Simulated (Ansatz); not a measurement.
# CH₂BI (SMILES C=BI): single points off equilibrium

The task here is to estimate one member of a computed series from the others.

Method: single points in def2-TZVPP; program: Ansatz 0.2.0, Gaussian basis.

Correlated methods freeze the cores. Filled d shells of the heavier atoms are correlated. Core potentials replace the inner electrons past krypton, and spin-orbit coupling is left out.

## The system as given

SMILES `C=BI`, 5 atoms, charge 0, spin multiplicity 1.

Atoms are counted from 1 here; the program's logs count them from 0.

Bond lengths: C1–B2 1.299 Å, C1–H4 1.213 Å, C1–H5 1.272 Å, B2–I3 2.189 Å. Angles: B2–C1–H4 126.6°, B2–C1–H5 118.5°, H4–C1–H5 113.7°, C1–B2–I3 164.6°.

Coordinates:

```xyz
5
CH2BI
C    -0.28310    0.59470   -0.14210
B     0.50380   -0.32850    0.32190
I     1.33690   -2.20330    1.08440
H    -1.29150    0.42450   -0.79460
H     0.12680    1.79920   -0.14060
```

Set-up of the first run:

run/in.yaml reads:

```yaml
crystal:
  periodic: [false, false, false]
  atoms:
    - {symbol: C, position_ang: [-0.283100, 0.594700, -0.142100]}
    - {symbol: B, position_ang: [0.503800, -0.328500, 0.321900]}
    - {symbol: I, position_ang: [1.336900, -2.203300, 1.084400]}
    - {symbol: H, position_ang: [-1.291500, 0.424500, -0.794600]}
    - {symbol: H, position_ang: [0.126800, 1.799200, -0.140600]}
basis:
  gaussian: {orbitals: def2-TZVPP}
correlation: {method: ccsd_t}
output: {forces: true}
```

No record of the launch command was kept for these runs.

Among the steps run: CCSD(T)/def2-TZVPP; PBE0-D4/def2-TZVPP; wB97M-V/def2-TZVPP; r2SCAN-D4/def2-TZVPP; PBE-D4/def2-TZVPP; r2SCANh-D4/def2-TZVPP; revPBE-D4/def2-TZVPP.

One table of the session follows, with a row left open; its other results are not shown here.

```
    method  RMS force component (eV/Å)  angle to CCSD(T) forces (°)  dipole (D)
   CCSD(T)                       3.332                    reference        0.26
   PBE0-D4                       3.144                          2.3        0.24
   wB97M-V                       3.085                          3.2        0.24
 r2SCAN-D4                       3.137                          1.9        0.24
    PBE-D4                           ?                            ?           ?
r2SCANh-D4                       3.142                          2.6        0.23
 revPBE-D4                       3.170                          1.1        0.30
```

**Question.** Estimate the row for PBE-D4.

**Answer.** RMS force component (eV/Å): 3.117; angle to CCSD(T) forces (°): 0.5; dipole (D): 0.28. In the column «RMS force component (eV/Å)» it lies between wB97M-V (3.085) and r2SCAN-D4 (3.137).
